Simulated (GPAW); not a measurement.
Zr3S2:

```
CELL_PARAMETERS angstrom
2.90254 1.67578 3.48777
-2.90254 1.67578 3.48777
0.00000 -3.35156 3.48777
ATOMIC_POSITIONS crystal
Zr 0.83873 0.50000 0.16127
Zr 0.50000 0.16127 0.83873
Zr 0.16127 0.83873 0.50000
S 0.66502 0.66502 0.66502
S 0.33498 0.33498 0.33498
```

The cell comes from a database or a generator and needn't be the stable form of this composition.

```yaml
Program: GPAW 26.7.0
Task: relaxation of cell and atoms
Functional: PBEsol
Dispersion: D3(BJ)
Potentials_or_basis: PAW data sets generated in the run's folder for this functional
Cutoff: 600 eV
Basis: pw
k_mesh: 4 × 4 × 4
Occupations: fermi-dirac, width 0.05 eV
Spin: no spin polarisation
```

At the start: pressure -9.3 GPa; volume 20.36 Å³/atom.

Problem. How do energy, volume and symmetry change on relaxing?

Solution. Over 12 steps the energy falls by 46.7 meV/atom and the volume is 18.81 Å³/atom (-7.6 %); space group R32 (No. 155, to 0.05 Å).

The path:
```
step  energy change (eV)  largest force (eV/Å)  pressure (GPa)  volume (Å³)
   1              0.0000                0.1225           -9.32       101.79
   2             -0.0561                0.0767           -8.25       100.76
   3             -0.2227                0.2602            0.72        93.86
   4             -0.2267                0.1769           -0.18        94.40
   5             -0.2288                0.1046           -0.35        94.47
   6             -0.2308                0.1055           -0.23        94.30
   7             -0.2313                0.1090           -0.06        94.15
   8             -0.2322                0.0796            0.16        93.94
   9             -0.2328                0.0299            0.20        93.88
  10             -0.2331                0.0106            0.09        93.94
  11             -0.2332                0.0165            0.01        94.00
  12             -0.2333                0.0177           -0.04        94.03
```

Final structure:
```
Zr S
1.0
     2.82120    1.62882    3.41053
    -2.82120    1.62882    3.41053
     0.00000   -3.25764    3.41053
Zr S
3 2
Direct
  0.84104 0.50000 0.15896
  0.50000 0.15896 0.84104
  0.15896 0.84104 0.50000
  0.66369 0.66369 0.66369
  0.33631 0.33631 0.33631
```

Caveat: later steps reuse the first step's grids; pairwise dispersion overbinds metals, which lowers pressure and volume.
